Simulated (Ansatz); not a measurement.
# CH7BClPSi: the cost of one run

All numbers below are computed with Ansatz 0.2.0 (RHF/6-31G).

## 1. The system as given

Bond lengths: B1–Si2 1.889 Å, Si2–C3 1.838 Å, Si2–P4 2.147 Å, Si2–Cl5 2.108 Å, B1–H6 1.191 Å, B1–H7 1.226 Å, C3–H8 1.076 Å, C3–H9 1.092 Å, C3–H10 1.144 Å, P4–H11 1.400 Å, P4–H12 1.484 Å. Angles (14 of 18 angles, heavy atoms first): B1–Si2–C3 108.1°, B1–Si2–P4 111.5°, B1–Si2–Cl5 110.3°, C3–Si2–P4 108.5°, C3–Si2–Cl5 109.9°, P4–Si2–Cl5 108.5°, Si2–B1–H6 123.6°, Si2–B1–H7 120.6°, Si2–C3–H8 113.0°, Si2–C3–H9 112.7°, Si2–C3–H10 111.0°, Si2–P4–H11 97.5°, Si2–P4–H12 94.5°, H6–B1–H7 115.6°.

Coordinates:

```xyz
12

B    -0.8175    1.7333    0.3343
Si    0.0288    0.2767   -0.5193
C     1.1922   -0.4903    0.6793
P    -1.3922   -1.2089   -1.1370
Cl    1.0846    0.9402   -2.2193
H    -1.5159    1.6209    1.2919
H    -0.7361    2.8638   -0.1320
H     0.7072   -0.8296    1.5783
H     1.7406   -1.3332    0.2535
H     1.9805    0.2629    1.0255
H    -0.4825   -2.2478   -1.3660
H    -1.7128   -1.6433    0.2448
```

## 2. Preparing the start

Contents of input.yaml:

```yaml
crystal:
  periodic: [false, false, false]
  atoms:
    - { symbol: B, position_ang: [-0.8175, 1.7333, 0.3343] }
    - { symbol: Si, position_ang: [0.0288, 0.2767, -0.5193] }
    - { symbol: C, position_ang: [1.1922, -0.4903, 0.6793] }
    - { symbol: P, position_ang: [-1.3922, -1.2089, -1.137] }
    - { symbol: Cl, position_ang: [1.0846, 0.9402, -2.2193] }
    - { symbol: H, position_ang: [-1.5159, 1.6209, 1.2919] }
    - { symbol: H, position_ang: [-0.7361, 2.8638, -0.132] }
    - { symbol: H, position_ang: [0.7072, -0.8296, 1.5783] }
    - { symbol: H, position_ang: [1.7406, -1.3332, 0.2535] }
    - { symbol: H, position_ang: [1.9805, 0.2629, 1.0255] }
    - { symbol: H, position_ang: [-0.4825, -2.2478, -1.366] }
    - { symbol: H, position_ang: [-1.7128, -1.6433, 0.2448] }
basis:
  gaussian: { orbitals: "6-31G" }
hamiltonian:
  xc: hf
relax:
  f_tol: 0.02
  max_steps: 40
scf:
  lower_state_search: "off"
output:
  orbitals: {}
```

Started as:

```bash
$ ansatz run input.yaml --threads 1 --pin off --max-ram 2048MiB --backend cpu --events-out ev --progress --plain --runs-dir out
```

What time and memory should one allow on 1 thread of Intel Xeon 6975P-C (Granite Rapids), shared host?

About 37 s, with a peak of 0.19 GiB.
